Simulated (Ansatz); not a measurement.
Run this with Ansatz 0.2.0, Python API and show what comes out.

`scan_bh4nssi.py`:
```python
import ansatz as az
import numpy as np


def main() -> None:
    bh4nssi = (
        az.Crystal.molecule()
        .atom("S", (-0.7697, 2.1916, -0.7446))
        .atom("B", (-0.2134, 0.6759, 0.1034))
        .atom("N", (0.7233, -0.0402, 1.0398))
        .atom("Si", (-0.195, -1.2825, 0.4204))
        .atom("H", (0.0759, 2.0428, -1.8464))
        .atom("H", (1.6721, -0.0809, 0.5541))
        .atom("H", (-1.4487, -1.6008, 1.2094))
        .atom("H", (0.2476, -1.963, -0.7919))
    )

    symbols = [site.symbol for site in bh4nssi.cartesian_sites]
    start = np.array([site.position_ang for site in bh4nssi.cartesian_sites])
    axis = (start[7] - start[3]) / np.linalg.norm(start[7] - start[3])
    moving = [7]
    lengths, energies = [1.24, 1.34, 1.46, 1.6, 1.82, 2.19, 2.63, 3.21], []
    for length in lengths:
        xyz = start.copy()
        xyz[moving] += (length - np.linalg.norm(start[7] - start[3])) * axis
        point = az.Crystal.molecule()
        for symbol, place in zip(symbols, xyz):
            point = point.atom(symbol, place.tolist())
        setup = point.calculation()
        setup = setup.basis(gaussian="def2-SVP")
        setup = setup.functional("r2scan")
        setup = setup.spin("collinear")
        report = setup.run(threads=1, backend="cpu").report
        energies.append(report["free_energy_ev"])
        print(f"r = {length:6.3f} A  E = {energies[-1]:.5f} eV  <S^2> = {abs(report['mean_field']['state']['spin_squared']):.3f}")

    print("energy above the lowest point (eV):", [round(e - min(energies), 3) for e in energies])


if __name__ == "__main__":
    main()
```

Output of `python scan_bh4nssi.py`:
```text
r =  1.240 A  E = -20931.69423 eV  <S^2> = 0.000
r =  1.340 A  E = -20932.25644 eV  <S^2> = 0.000
r =  1.460 A  E = -20932.49109 eV  <S^2> = 0.000
r =  1.600 A  E = -20932.39712 eV  <S^2> = 0.000
r =  1.820 A  E = -20931.85978 eV  <S^2> = 0.000
r =  2.190 A  E = -20930.67552 eV  <S^2> = 0.000
r =  2.630 A  E = -20929.57039 eV  <S^2> = 0.529
r =  3.210 A  E = -20929.08518 eV  <S^2> = 0.953
energy above the lowest point (eV): [0.797, 0.235, 0.0, 0.094, 0.631, 1.816, 2.921, 3.406]
```

Notes:
- Total energies depend on the basis set; only differences at equal settings carry meaning.
- The rest of the molecule is held rigid at a force-field or estimated start geometry, and the basis set is modest; single-reference methods fail as a bond breaks.
- The expectation value of S² is noticeably off S(S+1) in at least one run, so that state is spin-contaminated.
- Wall time of the script: 2.4 min on 1 thread of Arm Neoverse V1 (shared host), peak memory 0.3 GiB.

(Lines on the test bed's own set-up are left out of the output.)
